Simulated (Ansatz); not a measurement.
Crystal: GaB.

```
Ga B
1.0
     2.71824    0.00000    0.00000
     0.00000    2.71824    0.00000
     0.00000    0.00000    3.23621
Ga B
1 1
Direct
  0.50000 0.50000 0.50000
  0.00000 0.00000 0.00000
```

The cell was built by a generator and needn't be a form met in nature.

| Property | Result |
| --- | --- |
| Program | Ansatz 0.2.0 |
| Task | relaxation of cell and atoms |
| Functional | PBEsol0 |
| Potentials or basis | Ansatz PAW |
| Cutoff | 420 eV (not typed: the program's choice for these potentials) |
| k mesh | 5 × 5 × 4 |
| Occupations | fermi-dirac, width 0.05 eV |
| Spin | no spin polarisation |

At the start: volume 11.96 Å³/atom.

Problem. How do energy, volume and symmetry change on relaxing?

Solution. It ends after 8 steps and the volume is 11.22 Å³/atom (-6.1 %); space group P4/mmm (No. 123, to 0.05 Å).

The path:
```
step  energy change (eV)  largest force (eV/Å)  volume (Å³)
   1              0.0000                0.0000        23.91
   2             -0.0265                0.0000        22.45
   3             -0.0324                0.0000        22.13
   4             -0.0380                0.0000        22.48
   5             -0.0380                0.0000        22.45
   6             -0.0367                0.0000        22.45
   7             -0.0367                0.0000        22.44
   8             -0.0367                0.0000        22.44
```

Final structure:
```
Ga B
1.0
     2.66873    0.00000    0.00000
     0.00000    2.66873    0.00000
     0.00000    0.00000    3.15104
Ga B
1 1
Direct
  0.50000 0.50000 0.50000
  0.00000 0.00000 0.00000
```

Caveat: the k mesh is coarse (spacing up to 0.49 Å⁻¹), so the values aren't converged, least of all with exact exchange; the plane-wave basis is chosen anew once the cell has moved, so the energies of steps on either side of that aren't comparable; the PAW data sets come from PBE, with cores solved anew for the run's functional, which leaves a small shift of forces and pressure.
